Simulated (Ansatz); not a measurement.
# C7H14: a ladder of functionals and wavefunction methods

The task here is to estimate one member of a computed series from the others.

Computed with Ansatz 0.2.0, Gaussian basis. Level: functionals in def2-TZVPP, the program's frozen cores in correlated methods.

The runs, in order: LDA (SPW92), PBE-D4, revPBE-D4, BLYP-D4, r2SCAN-D4, B97M-V, PBE0-D4, B3LYP-D4, r2SCANh-D4, r2SCAN0-D4, HSE06-D4, BHLYP-D4, CAM-B3LYP-D4, LC-ωPBE, ωB97X-V, ωB97M-V, B2PLYP, PBE-QIDH; CCSD(T)/def2-SVP; CCSD(T)/def2-TZVPP; MP2/def2-QZVPP; extrapolation to the limit; RPA on PBE.

## The relaxed structure

The geometry comes from an earlier relaxation with PBE0-D4 in a triple-zeta def2 set; it is a stationary point, not always the lowest conformer.

21 atoms, charge 0, spin multiplicity 1.

Atoms are counted from 1 here; the program's logs count them from 0.

Bond lengths: C1–C2 1.496 Å, C1–H8 1.089 Å, C1–H9 1.095 Å, C1–H10 1.095 Å, C2–C3 1.498 Å, C2–C4 1.333 Å, C3–H11 1.096 Å, C3–H12 1.091 Å, C3–H13 1.096 Å, C4–C5 1.496 Å, C4–H14 1.091 Å, C5–C6 1.526 Å, C5–C7 1.527 Å, C5–H15 1.094 Å, C6–H16 1.093 Å, C6–H17 1.092 Å, C6–H18 1.094 Å, C7–H19 1.092 Å and more. Angles: C2–C1–H8 113.4°, C2–C1–H9 110.4°, C2–C1–H10 110.4°, H8–C1–H9 108.0°, H8–C1–H10 108.0°, H9–C1–H10 106.3°, C1–C2–C3 114.4°, C1–C2–C4 124.8°, C3–C2–C4 120.8°, C2–C3–H11 110.9°, C2–C3–H12 111.8°, C2–C3–H13 110.9°, H11–C3–H12 108.3°, H11–C3–H13 106.4°, H12–C3–H13 108.3°, C2–C4–C5 128.8°, C2–C4–H14 117.1°, C5–C4–H14 114.1° and more.

Set-up of the first run:

Input file in.yaml:

```yaml
crystal:
  periodic: [false, false, false]
  atoms:
    - {symbol: C, position_ang: [1.769182, -0.183040, 1.284941]}
    - {symbol: C, position_ang: [0.981516, -0.877968, 0.219092]}
    - {symbol: C, position_ang: [1.542739, -2.201895, -0.199515]}
    - {symbol: C, position_ang: [-0.129410, -0.399583, -0.341263]}
    - {symbol: C, position_ang: [-0.839493, 0.888308, -0.066035]}
    - {symbol: C, position_ang: [-2.274152, 0.618607, 0.380046]}
    - {symbol: C, position_ang: [-0.819944, 1.780829, -1.304714]}
    - {symbol: H, position_ang: [1.346546, 0.776543, 1.578539]}
    - {symbol: H, position_ang: [1.838990, -0.810852, 2.179884]}
    - {symbol: H, position_ang: [2.797263, -0.010697, 0.948233]}
    - {symbol: H, position_ang: [1.600868, -2.889398, 0.651686]}
    - {symbol: H, position_ang: [0.937228, -2.670286, -0.976734]}
    - {symbol: H, position_ang: [2.564466, -2.091706, -0.579642]}
    - {symbol: H, position_ang: [-0.601213, -1.012250, -1.111115]}
    - {symbol: H, position_ang: [-0.329919, 1.421281, 0.742002]}
    - {symbol: H, position_ang: [-2.806455, 1.553240, 0.576845]}
    - {symbol: H, position_ang: [-2.298393, 0.011909, 1.287807]}
    - {symbol: H, position_ang: [-2.824705, 0.078989, -0.396872]}
    - {symbol: H, position_ang: [0.203231, 2.014782, -1.606308]}
    - {symbol: H, position_ang: [-1.347998, 2.720447, -1.120019]}
    - {symbol: H, position_ang: [-1.310349, 1.282748, -2.146862]}
basis:
  gaussian: {orbitals: def2-TZVPP}
hamiltonian: {xc: lda}
output: {orbitals: {seedname: orbitals}}
```

On the command line:

```bash
$ ansatz run in.yaml --threads 2 --pin off --events-out ev --progress --plain --max-ram 32768MiB --backend cuda --devices 0, --max-vram 18GiB
```

Steps of the session up to this table: LDA; PBE-D4 (GGA); revPBE-D4 (GGA); BLYP-D4 (GGA); r2SCAN-D4 (meta-GGA); B97M-V (meta-GGA); PBE0-D4 (hybrid); B3LYP-D4 (hybrid); r2SCANh-D4 (hybrid); r2SCAN0-D4 (hybrid); HSE06-D4 (hybrid); BHLYP-D4 (hybrid); CAM-B3LYP-D4 (range-separated); LC-ωPBE (range-separated); ωB97X-V (range-separated); ωB97M-V (range-separated); B2PLYP (double hybrid); PBE-QIDH (double hybrid).

One of the session's tables, all rows but one given; the rest of the session is left out.

It belongs to the step «Orbital energies across the functionals». 

```
  functional  HOMO (eV)  LUMO (eV)  gap (eV)
 LDA (SPW92)      -5.70      -0.44      5.26
      PBE-D4      -5.55      -0.24      5.31
   revPBE-D4      -5.49      -0.15      5.33
     BLYP-D4      -5.41      -0.11      5.30
   r2SCAN-D4      -5.71       0.03      5.74
      B97M-V      -5.78       0.03      5.81
     PBE0-D4      -6.63       0.78      7.42
    B3LYP-D4      -6.43       0.54      6.98
  r2SCANh-D4      -6.13       0.39      6.52
  r2SCAN0-D4      -6.75       0.94      7.69
    HSE06-D4      -6.24       0.40      6.64
    BHLYP-D4      -7.59       1.76      9.36
CAM-B3LYP-D4      -7.94       1.90      9.84
     LC-ωPBE      -9.29       3.07     12.36
     ωB97X-V      -8.93       2.96     11.89
     ωB97M-V          ?          ?         ?
```

**Question.** Estimate the row for ωB97M-V.

As computed: HOMO (eV): -8.85; LUMO (eV): 2.59; gap (eV): 11.43. In the column «HOMO (eV)» it lies between ωB97X-V (-8.93) and CAM-B3LYP-D4 (-7.94).
